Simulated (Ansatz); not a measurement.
# MgCd3Se2: the cost of one run

Method: DFT PBE, scalar-relativistic, plane waves, PAW, in Ansatz 0.2.0.

### Step 1. The starting structure

The structure is hexagonal, space group P-6m2 (No. 187). The conventional cell has a = 4.659 Å, b = 4.659 Å, c = 7.403 Å, α = 90.00°, β = 90.00°, γ = 120.00°. Mg (site symmetry -6m2) is surrounded by 2 Se at 1.83 Å. Cd (site symmetry mm2) is surrounded by 2 Cd at 2.06 Å and 2 Mg at 2.33 Å. Se (site symmetry 3m) has 1 Mg at 1.83 Å in its first shell of neighbours.

Structure file:

```
Mg Cd Se
1.0
     4.65858    0.00000    0.00000
    -2.32929    4.03445    0.00000
     0.00000    0.00000    7.40345
Mg Cd Se
1 3 2
Direct
  0.00000 0.00000 0.00000
  0.51961 0.48039 0.00000
  0.51961 0.03921 0.00000
  0.96079 0.48039 0.00000
  0.00000 0.00000 0.75224
  0.00000 0.00000 0.24776
```

A structure generator made this guess: random cell by space group and Wyckoff sites (P-6m2, No. 187). The dimensions are guesses.

### Step 2. Probe: one point on a coarse mesh

input.yaml

```yaml
crystal:
  lattice:
    - [4.65858149, 0.0, 0.0]
    - [-2.32929075, 4.03444992, 0.0]
    - [0.0, 0.0, 7.4034511]
  atoms:
    - { symbol: Mg, position: [0.0, 0.0, 0.0] }
    - { symbol: Cd, position: [0.51960665, 0.48039335, 0.0] }
    - { symbol: Cd, position: [0.51960665, 0.03921331, 0.0] }
    - { symbol: Cd, position: [0.96078669, 0.48039335, 0.0] }
    - { symbol: Se, position: [0.0, 0.0, 0.75224323] }
    - { symbol: Se, position: [0.0, 0.0, 0.24775677] }
basis:
  ecutwfc: 420
kpoints:
  mp_grid: { grid: [6, 6, 4] }
hamiltonian:
  xc: pbe
scf:
  occupations: { method: gaussian, width: 0.1 }
  lower_state_search: "off"
output:
  forces: true
  stress: true
  eigenvalues: true
```

Launch:

```console
ansatz run input.yaml --threads 1 --pin off --max-ram 2560MiB --backend cpu --events-out ev --progress --plain --runs-dir out
```

Q: Estimate wall time and peak memory on 1 thread of Intel Xeon at 2.50GHz (Skylake/Cascade Lake), shared host.

About 24 s, with a peak of 0.46 GiB.
